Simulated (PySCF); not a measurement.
# TaBr+: from the state search to spectroscopic constants

What are the lowest state that PBE0 finds, the bond length, vibrational wavenumber and bond energy of TaBr+, and how much do these hang on the method?

The runs use PySCF 2.14.0; Ta def2-TZVPPD with ECP60, Br def2-TZVPPD, scalar-relativistic core potentials.

**1. The job**

Settings of the job:

| Quantity | Value |
| --- | --- |
| atoms | Ta, Br |
| charge | 1 |
| basis | Ta def2-TZVPPD with ECP60, Br def2-TZVPPD |
| Hamiltonian | scalar-relativistic core potentials |
| basis functions | 116 |
| electrons treated | 47 |
| masses in u | 180.9480, 78.9183 |
| levels | PBE0, PBE, r²SCAN, r²SCAN0, BP86, LDA, BLYP, B97-3, ωB97M-V, HF, MP2, SCS-MP2 |
| grid | 80 radial by 434 angular points |
| occupations | held fixed by the projection of orbital angular momentum |
| dissociation limit | Ta+ + Br, each in its ground configuration |
| starting distance in angstrom | 2.575 |
| values of 2S to try | 1, 3, 5, 7 |

Command:

```console
$ OMP_NUM_THREADS=2 python dia.py task.json out
```

Further steps of the session: The PBE0 curve of the state that the search chose; Excited determinants; PBE (GGA); r²SCAN; r²SCAN0 (hybrid meta-GGA); BP86 (GGA); LDA (local density); BLYP (GGA); B97-3 (global hybrid GGA); ωB97M-V; UHF (mean field).

Before running it: what results should come out? Wanted: for each run, Re; ωe; De; μ.

As calculated:

Lowest PBE0 solution found, without spin–orbit coupling: ⁴Σ⁻ (quartet), unpaired electrons σ ↑, δ ↑↑. State 2 has its PBE0 minimum 0.36 eV higher. State 3 has its PBE0 minimum 0.40 eV higher. State 4 has its PBE0 minimum 0.91 eV higher, as a spin-mixed determinant (⟨S²⟩ = 1.76), so this is no gap between pure states. The other levels ran on the lowest alone.

```tsv
level	Re (Å)	ωe (cm⁻¹)	De (eV)	μ (D)
UHF	2.366	304	2.17	-5.87
UHF-MP2	2.294	340	4.11	n/a
UHF-SCS-MP2	2.310	331	3.91	n/a
LDA	2.288	330	5.13	-2.65
PBE	2.319	314	4.35	-2.97
BLYP	2.343	304	4.10	-3.01
BP86	2.321	314	4.34	-2.94
r²SCAN	2.319	319	4.00	-3.60
PBE0	2.310	323	4.01	-3.70
r²SCAN0	2.312	324	3.77	-4.08
B97-3	2.325	314	4.03	-3.81
ωB97M-V	2.315	324	3.85	-4.24
```

De is counted to Ta+ + Br in their ground configurations. A positive dipole points from Ta to Br; in an ion it is taken about the centre of mass and does not tell which atom is negative.

Bond lengths run from 2.288 Å (LDA) to 2.366 Å (UHF). Of the levels with a De here, UHF gives the least (2.17 eV) and LDA the most (5.13 eV).

Correlated steps freeze 9 core orbitals. Spin–orbit coupling is left out, which matters for elements this heavy, above all for dissociation energies. With d or f electrons several states lie close, and the lowest PBE0 determinant need not be the measured ground state. With spin–orbit coupling the term label itself may not hold.
